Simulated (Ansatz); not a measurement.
Crystal: MnPt2.

```
Pt Mn
1.0
     2.85840    0.00000    0.00000
    -1.42920    2.47545    0.00000
     0.00000    0.00000    6.53250
Pt Mn
2 1
Direct
  0.66667 0.33333 0.31621
  0.33333 0.66667 0.68379
  0.00000 0.00000 0.00000
```

The cell comes from a database or a generator and needn't be the stable form of this composition.

Base run:

| Item | Value |
| --- | --- |
| Program | Ansatz 0.2.0 |
| Functional | PBEsol |
| Potentials or basis | Ansatz PAW |
| Cutoff | 420 eV (not typed: the program's choice for these potentials) |
| k mesh | 9 × 9 × 4 |
| Occupations | fermi-dirac, width 0.05 eV |
| Spin | collinear spin, ferromagnetic start |
| Starting moments | [0.0, 0.0, 8.0] μB |
| Fixed moment | 8 μB |

Its results: pressure 14.6 GPa; site moments Pt +1.35; Mn +4.33 μB; largest force 1.463 eV/Å.

After a change of settings the same cell gave: pressure -2.5 GPa; site moments Pt +0.79; Mn +3.99 μB; largest force 0.303 eV/Å. Which change was it?
A. fixed moment from 8 μB to 5 μB; moments at the start from [0.0, 0.0, 8.0] to [0.0, 0.0, 5.0]
B. fixed moment from 8 μB to 6 μB; moments at the start from [0.0, 0.0, 8.0] to [0.0, 0.0, 6.0]
C. fixed moment from 8 μB to 2 μB; moments at the start from [0.0, 0.0, 8.0] to [0.0, 0.0, 2.0]
D. fixed moment from 8 μB to 3 μB; moments at the start from [0.0, 0.0, 8.0] to [0.0, 0.0, 3.0]

B.

Caveats: the total moment is fixed, so each spin has its own Fermi level; the PAW data sets come from PBE, with cores solved anew for the run's functional, which leaves a small shift of forces and pressure; the thresholds are loose for stress; forces of over 1 eV/Å show positions far from the minimum, so gaps and moduli don't describe the material at rest (some runs).
